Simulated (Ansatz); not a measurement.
# C2H5GeSb: small, medium and large basis sets

Aim: see how fast density functionals converge with the basis set for C2H5GeSb.

Computed with Ansatz 0.2.0, Gaussian basis. Level: one geometry, several basis sets.

Plan: PBE0-D4/def2-SVP; ωB97M-V/def2-SVP; PBE0-D4/def2-QZVPP; ωB97M-V/def2-QZVPP; the functionals' def2-TZVPP values are taken from earlier runs.

**1. The geometry**

The geometry comes from an earlier relaxation with PBE0-D4 in a triple-zeta def2 set; it is a stationary point, not always the lowest conformer. Sb takes the def2 core potential; no spin-orbit term is included.

SMILES `C#[C][GeH2][SbH2]`, 9 atoms, charge 0, spin multiplicity 1.

Atoms are counted from 1 here; the program's logs count them from 0.

Bond lengths: C1–C2 1.206 Å, C1–H5 1.066 Å, C2–Ge3 1.901 Å, Ge3–Sb4 2.621 Å, Ge3–H6 1.537 Å, Ge3–H7 1.535 Å, Sb4–H8 1.708 Å, Sb4–H9 1.710 Å. Angles: C2–C1–H5 179.4°, C1–C2–Ge3 177.3°, C2–Ge3–Sb4 106.9°, C2–Ge3–H6 108.0°, C2–Ge3–H7 108.2°, Sb4–Ge3–H6 110.3°, Sb4–Ge3–H7 113.5°, H6–Ge3–H7 109.8°, Ge3–Sb4–H8 90.5°, Ge3–Sb4–H9 90.8°, H8–Sb4–H9 91.2°.

**2. PBE0-D4 in def2-SVP**

in.yaml reads:

```yaml
crystal:
  periodic: [false, false, false]
  atoms:
    - {symbol: C, position_ang: [2.267884, -0.640775, -1.254336]}
    - {symbol: C, position_ang: [1.318144, -0.042208, -0.814287]}
    - {symbol: Ge, position_ang: [-0.197099, 0.829909, -0.067897]}
    - {symbol: Sb, position_ang: [-1.107749, -0.724586, 1.835342]}
    - {symbol: H, position_ang: [3.109366, -1.161822, -1.649899]}
    - {symbol: H, position_ang: [0.267396, 2.173451, 0.516694]}
    - {symbol: H, position_ang: [-1.211886, 1.076673, -1.193427]}
    - {symbol: H, position_ang: [-1.814575, -1.756636, 0.672679]}
    - {symbol: H, position_ang: [-2.542979, 0.199694, 1.938132]}
basis:
  gaussian: {orbitals: def2-SVP}
hamiltonian: {xc: pbe0, dispersion: d4}
output: {orbitals: {seedname: orbitals}}
```

After this run come: ωB97M-V in def2-SVP; PBE0-D4 in def2-QZVPP; ωB97M-V in def2-QZVPP.

Before running them: what should the planned runs give, taken together? Wanted: PBE0-D4: double and triple zeta above quadruple; ωB97M-V: double and triple zeta above quadruple.

The runs gave:

| quantity | value |
| --- | --- |
| PBE0-D4: double and triple zeta above quadruple | 11.13, 1.38 eV |
| ωB97M-V: double and triple zeta above quadruple | 11.23, 1.34 eV |

**Reading.** For PBE0-D4 the step from double to triple zeta gains 9.75 eV and the next only 1.38 eV. Total energies overstate the basis error of differences, where much of it tends to cancel. The LUMO of ωB97M-V is positive and keeps falling with the basis (1.18 to 0.64 eV): an unbound level that the basis holds in place.
